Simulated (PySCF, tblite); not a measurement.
# AlBH7O7Si−, a fragment of a glass network (chain of 3): NMR shifts, core binding energies and electronic excitations, part 2 of 2

tblite 0.8.0 and PySCF 2.14.0. Atoms count from 0, parts from 1.

## (5) Core-electron binding energies: SCAN, X2C

What the job is given:

```
{"job": {"kind": "xps", "holes": 5, "basis": "aug-pcX-2", "basis_other": "aug-pcseg-1"}, "charge": -1, "multiplicity": 1}
O     -2.500080    -1.970919    -1.082665
Al    -1.716528    -0.472374    -0.616434
O     -1.009829    -0.814999     0.997919
O     -2.799441     0.904663    -0.651266
O     -0.289014    -0.051633    -1.606316
Si     1.265609    -0.322325    -1.253614
O      1.916417     0.721078    -0.129605
B      1.789529     1.062676     1.189427
O      0.828466     0.641630     2.036591
O      2.757314     1.921788     1.683613
H     -3.178655    -1.863888    -1.751285
H     -0.991484    -1.751636     1.208156
H     -2.372263     1.682329    -1.017238
H      2.111765    -0.109002    -2.472789
H      1.529683    -1.720053    -0.762780
H      0.108996     0.054747     1.642835
H      2.540021     2.087726     2.605533
```

Method: delta-SCF UKS SCAN, aug-pcX-2 on the ionised atom, aug-pcseg-1 elsewhere, spin-free X2C.

Output:

```text
ground state, core basis on atom 0 (O), 339 functions
  cycle   1  E = -1088.55175240  |g| = 1.84e+00
  cycle   2  E = -1084.14600505  |g| = 4.32e+00
  cycle   3  E = -1089.02954856  |g| = 8.29e-01
  cycle   4  E = -1089.16676536  |g| = 2.63e-01
  cycle   5  E = -1089.17870735  |g| = 8.47e-02
  cycle   6  E = -1089.17975844  |g| = 5.06e-02
  cycle   7  E = -1089.18017953  |g| = 1.73e-02
  cycle   8  E = -1089.18023964  |g| = 4.30e-03
  cycle   9  E = -1089.18024084  |g| = 2.56e-03
  cycle  10  E = -1089.18024505  |g| = 4.87e-04
  E(ground) = -1089.27272019 Eh
hole in O 1s of atom 0
  cycle   1  E = -1068.76577460  |g| = 2.22e+00
  cycle   2  E = -1066.40948681  |g| = 2.54e+00
  cycle   3  E = -1069.14125764  |g| = 1.00e+00
  cycle   4  E = -1069.52412841  |g| = 3.89e-01
  cycle   5  E = -1069.56828800  |g| = 1.70e-01
  cycle   6  E = -1069.57660515  |g| = 8.67e-02
  cycle   7  E = -1069.57938639  |g| = 2.03e-02
  cycle   8  E = -1069.57952589  |g| = 6.88e-03
  cycle   9  E = -1069.57953721  |g| = 3.84e-03
  cycle  10  E = -1069.57954422  |g| = 8.95e-04
  cycle  11  E = -1069.57954425  |g| = 4.26e-04
  E(ion) = -1069.67319841 Eh   <S^2> = 0.7617   hole on atom = 1.000   binding energy = 533.330 eV
ground state, core basis on atom 6 (O), 339 functions
  cycle   1  E = -1089.18318942  |g| = 1.34e-01
  cycle   2  E = -1089.17814682  |g| = 1.93e-01
  cycle   3  E = -1089.18472255  |g| = 3.61e-02
  cycle   4  E = -1089.18493122  |g| = 1.23e-02
  cycle   5  E = -1089.18496146  |g| = 1.31e-03
  cycle   6  E = -1089.18495784  |g| = 5.15e-04
  cycle   7  E = -1089.18495962  |g| = 1.59e-04
  E(ground) = -1089.27710925 Eh
hole in O 1s of atom 6
  cycle   1  E = -1068.72897811  |g| = 2.23e+00
  cycle   2  E = -1068.19001551  |g| = 2.25e+00
  cycle   3  E = -1069.43857591  |g| = 5.76e-01
  cycle   4  E = -1069.45673703  |g| = 5.14e-01
  cycle   5  E = -1069.55500761  |g| = 9.18e-02
  cycle   6  E = -1069.55721315  |g| = 5.44e-02
  cycle   7  E = -1069.55830225  |g| = 6.70e-03
  cycle   8  E = -1069.55830924  |g| = 5.65e-03
  cycle   9  E = -1069.55831860  |g| = 1.64e-03
  cycle  10  E = -1069.55832065  |g| = 4.24e-04
  E(ion) = -1069.64998008 Eh   <S^2> = 0.7615   hole on atom = 1.000   binding energy = 534.081 eV
ground state, core basis on atom 7 (B), 339 functions
  cycle   1  E = -1089.14927160  |g| = 1.09e-01
  cycle   2  E = -1089.14523975  |g| = 1.78e-01
  cycle   3  E = -1089.15096027  |g| = 1.99e-02
  cycle   4  E = -1089.15100133  |g| = 1.41e-02
  cycle   5  E = -1089.15103624  |g| = 3.19e-03
  cycle   6  E = -1089.15103891  |g| = 6.56e-04
  cycle   7  E = -1089.15103965  |g| = 2.37e-04
  E(ground) = -1089.24706376 Eh
hole in B 1s of atom 7
  cycle   1  E = -1081.62933564  |g| = 1.18e+00
  cycle   2  E = -1078.99114252  |g| = 2.14e+00
  cycle   3  E = -1081.69903181  |g| = 8.44e-01
  cycle   4  E = -1081.97542642  |g| = 2.71e-01
  cycle   5  E = -1082.00735663  |g| = 1.41e-01
  cycle   6  E = -1082.01403320  |g| = 5.78e-02
  cycle   7  E = -1082.01506635  |g| = 2.45e-02
  cycle   8  E = -1082.01525495  |g| = 1.20e-02
  cycle   9  E = -1082.01530595  |g| = 3.06e-03
  cycle  10  E = -1082.01530880  |g| = 1.81e-03
  cycle  11  E = -1082.01531156  |g| = 8.91e-04
  cycle  12  E = -1082.01531113  |g| = 5.16e-04
  cycle  13  E = -1082.01531265  |g| = 3.01e-04
  E(ion) = -1082.11135846 Eh   <S^2> = 0.7685   hole on atom = 1.000   binding energy = 194.172 eV
ground state, core basis on atom 8 (O), 339 functions
  cycle   1  E = -1089.17921720  |g| = 1.08e-01
  cycle   2  E = -1089.17755018  |g| = 1.14e-01
  cycle   3  E = -1089.17925603  |g| = 5.40e-02
  cycle   4  E = -1089.17974744  |g| = 8.78e-03
  cycle   5  E = -1089.17976022  |g| = 9.39e-04
  cycle   6  E = -1089.17976092  |g| = 4.82e-04
  E(ground) = -1089.27240888 Eh
hole in O 1s of atom 8
  cycle   1  E = -1068.73372053  |g| = 2.22e+00
  cycle   2  E = -1068.24729147  |g| = 2.22e+00
  cycle   3  E = -1069.44189307  |g| = 5.67e-01
  cycle   4  E = -1069.48061244  |g| = 4.39e-01
  cycle   5  E = -1069.55119168  |g| = 5.05e-02
  cycle   6  E = -1069.55142098  |g| = 4.19e-02
  cycle   7  E = -1069.55208637  |g| = 5.92e-03
  cycle   8  E = -1069.55209460  |g| = 3.17e-03
  cycle   9  E = -1069.55209869  |g| = 1.45e-03
  cycle  10  E = -1069.55209972  |g| = 3.21e-04
  E(ion) = -1069.64501977 Eh   <S^2> = 0.7610   hole on atom = 1.000   binding energy = 534.088 eV
ground state, core basis on atom 9 (O), 339 functions
  cycle   1  E = -1089.17802023  |g| = 1.27e-01
  cycle   2  E = -1089.17404058  |g| = 1.72e-01
  cycle   3  E = -1089.17912461  |g| = 4.05e-02
  cycle   4  E = -1089.17939583  |g| = 1.19e-02
  cycle   5  E = -1089.17942131  |g| = 1.40e-03
  cycle   6  E = -1089.17941992  |g| = 6.05e-04
  cycle   7  E = -1089.17942050  |g| = 1.03e-04
  E(ground) = -1089.27221475 Eh
hole in O 1s of atom 9
  cycle   1  E = -1068.70362708  |g| = 2.22e+00
  cycle   2  E = -1066.12702681  |g| = 2.64e+00
  cycle   3  E = -1068.97637555  |g| = 1.10e+00
  cycle   4  E = -1069.45215973  |g| = 3.81e-01
  cycle   5  E = -1069.49888915  |g| = 1.48e-01
  cycle   6  E = -1069.50565182  |g| = 7.13e-02
  cycle   7  E = -1069.50745020  |g| = 2.14e-02
  cycle   8  E = -1069.50760889  |g| = 5.72e-03
  cycle   9  E = -1069.50762036  |g| = 3.58e-03
  cycle  10  E = -1069.50762445  |g| = 1.06e-03
  cycle  11  E = -1069.50762393  |g| = 4.18e-04
  E(ion) = -1069.60080577 Eh   <S^2> = 0.7612   hole on atom = 1.000   binding energy = 535.286 eV
```

Run time: 2.7 min. Hardware: 1 thread of Arm Neoverse V2, shared host; peak memory 1.5 GiB.

The holes in one table. −ε is the ground-state orbital energy:

| hole | stands for | environment | ΔSCF (eV) | −ε (eV) | ⟨S²⟩ |
| --- | --- | --- | --- | --- | --- |
| O1s on O0 | O0 | oxygen bonded to Al, H | 533.33 | 511.5 | 0.762 |
| O1s on O6 | O6 | oxygen bonded to B, Si | 534.08 | 512.6 | 0.761 |
| B1s on B7 | B7 | boron bonded to 3 O | 194.17 | 177.8 | 0.769 |
| O1s on O8 | O8 | oxygen bonded to B, H | 534.09 | 512.3 | 0.761 |
| O1s on O9 | O9 | oxygen bonded to B, H | 535.29 | 513.2 | 0.761 |

## (6) TDDFT and polarisability: CAM-B3LYP/def2-SVPD

Same as in step 5 but for these lines:

```diff
@@ -1,2 +1,2 @@
-{"job": {"kind": "xps", "holes": 5, "basis": "aug-pcX-2", "basis_other": "aug-pcseg-1"}, "charge": -1, "multiplicity": 1}
+{"job": {"kind": "uv", "xc": "CAM-B3LYP", "basis": "def2-SVPD", "nstates": 6, "ntriplets": 2, "ip": true}, "charge": -1, "multiplicity": 1}
 O     -2.500080    -1.970919    -1.082665
```

Level: TDDFT CAM-B3LYP/def2-SVPD, vertical, gas phase, core orbitals frozen in the response.

Output:

```text
coarse grid: 16280 points
cycle   1  E = -1086.6986310527  dE =  1.164e+00  |g| = 1.700e+00  |ddm| = 7.168e+00
cycle   2  E = -1086.3280946342  dE =  3.705e-01  |g| = 2.244e+00  |ddm| = 6.936e+00
cycle   3  E = -1087.2505061512  dE = -9.224e-01  |g| = 1.255e-01  |ddm| = 3.904e+00
cycle   4  E = -1087.2523620929  dE = -1.856e-03  |g| = 8.263e-02  |ddm| = 3.317e-01
cycle   5  E = -1087.2535857865  dE = -1.224e-03  |g| = 1.132e-02  |ddm| = 1.064e-01
cycle   6  E = -1087.2536056183  dE = -1.983e-05  |g| = 6.131e-03  |ddm| = 3.090e-02
cycle   7  E = -1087.2536123180  dE = -6.700e-06  |g| = 1.239e-03  |ddm| = 8.321e-03
final grid: 151088 points
cycle   8  E = -1087.4474381926  dE = -4.790e-05  |g| = 2.817e-03  |ddm| = 9.795e-02
cycle   9  E = -1087.4474382508  dE = -5.822e-08  |g| = 3.099e-03  |ddm| = 1.007e-02
cycle  10  E = -1087.4474399053  dE = -1.654e-06  |g| = 3.309e-04  |ddm| = 3.149e-03
cycle  11  E = -1087.4474399283  dE = -2.307e-08  |g| = 1.882e-04  |ddm| = 1.044e-03
cycle  12  E = -1087.4474399349  dE = -6.606e-09  |g| = 4.574e-05  |ddm| = 2.835e-04
cycle  13  E = -1087.4474399354  dE = -4.636e-10  |g| = 1.390e-05  |ddm| = 1.086e-04
converged SCF energy = -1087.4474399354

Static polarisability (au): isotropic 93.224, principal 83.288 93.141 103.242

Singlet excitations
state   eV       nm        f      main configurations
  1   6.4733    191.5   0.02898   H->L+1 0.41, H->L 0.35
  2   6.5949    188.0   0.03037   H-1->L 0.29, H-1->L+1 0.28, H-2->L+1 0.12
  3   7.1259    174.0   0.02228   H-1->L 0.17, H-2->L 0.14, H-4->L+1 0.09
  4   7.1381    173.7   0.08383   H-3->L 0.28, H-3->L+1 0.19, H-2->L 0.10
  5   7.2700    170.5   0.02815   H-4->L 0.25, H-2->L 0.14, H-1->L 0.10
  6   7.3590    168.5   0.00559   H-6->L 0.45, H-6->L+1 0.16

Triplet excitations (Tamm-Dancoff, eV): 6.2379 6.3565
Vertical ionisation energy (delta-SCF) = 6.4636 eV
```

Wall time 10 min (1 thread of Arm Neoverse V2, shared host); peak memory 1.9 GiB.

The orbitals next to the gap, with their largest atomic shares:

| orbital | eV | atoms |
| --- | --- | --- |
| HOMO−3 | -6.32 | O0 29 %, O3 21 %, O4 18 % |
| HOMO−2 | -6.08 | O3 19 %, O0 19 %, O4 17 % |
| HOMO−1 | -5.81 | O3 32 %, O4 21 %, O0 12 % |
| HOMO | -5.73 | O0 35 %, O3 24 %, O4 12 % |
| LUMO | 3.55 | B7 35 %, Al1 23 %, O9 11 % |
| LUMO+1 | 3.77 | Al1 36 %, B7 15 %, O9 11 % |
| LUMO+2 | 4.67 | Si5 41 %, H13 16 %, H14 10 % |

With each of the 6 states as a Gaussian band of 0.4 eV half-width at 1/e, the curve within the window shown has maxima at 174 nm (ε 5,800) L/(mol cm). Beyond the last state computed it falls off for lack of states. The curve at chosen wavelengths:

nm, ε (L/mol/cm) and a bar:
```
      162       1348 ######
      164       2191 ###########
      166       3195 ################
      168       4215 ######################
      170       5068 ##########################
      172       5602 #############################
      174       5751 ##############################
      176       5552 #############################
      178       5119 ###########################
      180       4595 ########################
      182       4094 #####################
      184       3677 ###################
      186       3350 #################
      187       3210 ################
      189       2951 ###############
      191       2687 #############
      193       2395 ############
      195       2072 ##########
      197       1731 ########
      199       1394 #######
      201       1081 #####
      203        808 ###
      205        583 ##
      207        407 #
      209        275 #
      211        180
```

Further results of this job:

| property | computed |
| --- | --- |
| polarisability (Å³) | 13.81 |
| HOMO–LUMO gap (eV) | 9.28 |
| −ε(HOMO) (eV) | 5.73 |

## (7) Summary of results

This closing draws on all 2 parts.

| quantity | value |
| --- | --- |
| point group | C1 |
| rotational constants (main isotopes) | 1.62, 0.57, 0.50 GHz |
| shieldings of H, O (PBE0/aug-pcSseg-1) | H15 18.9, H14 25.9, H13 26.5, H16 29.4, H11 31.0, H12 32.2, H10 32.4, O8 212.1 ppm and more |
| O1s binding energies, SCAN/aug-pcX-2 (standing for 4 of 7 atoms) | O9 535.29, O8 534.09, O6 534.08, O0 533.33 eV |
| B1s binding energies, SCAN/aug-pcX-2 | B7 194.17 eV |
| lowest singlet (CAM-B3LYP/def2-SVPD) | 6.47 eV (192 nm), f = 0.029 |
| brightest single state of those computed | state 4, 7.14 eV, f = 0.084 |
| lowest triplet | 6.24 eV |
| vertical ionisation energy (ΔSCF) | 6.46 eV |

The start of the PBE0/def2-SVP relaxation was shaken at random by about 0.01 Å, so part of the energy gained, and of the first lengths quoted, undoes that. The optimisation took 39 steps and gained 0.775 eV; among the close pairs (by a distance rule), Al1–O2 changed most, from 1.712 to 1.795 Å (PBE0/def2-SVP). At PBE0/aug-pcSseg-1: The widest tensor belongs to O6: span 137 ppm, with a paramagnetic part of -198 ppm. At SCAN/aug-pcX-2: O9 (oxygen bonded to B, H) binds its O1s electron 1.96 eV more tightly than O0 (oxygen bonded to Al, H). Only 4 of the 7 O atoms are covered by sound results. The lowest singlet, at 6.47 eV, is HOMO→LUMO+1 0.41, HOMO→LUMO 0.35 and is weak; of the 6 states computed, the strongest absorption comes from states 3 to 4 together at 7.14 eV. The lowest triplet lies 0.24 eV below the lowest singlet (triplets in Tamm-Dancoff, singlets in full TDDFT). In the gas-phase run even the lowest singlet lies above the computed detachment energy of this anion, so its states are not to be taken as bound. At CAM-B3LYP/def2-SVPD, all states lie near or above the ionisation energy, where they hang on the basis. The orbital energy would give 5.73 eV for ionisation, ΔSCF gives 6.46 eV. A capped cluster stands for the solid here, so long-range fields and strain are missing, and bands or shifts of the capping hydrogens have no counterpart in it.
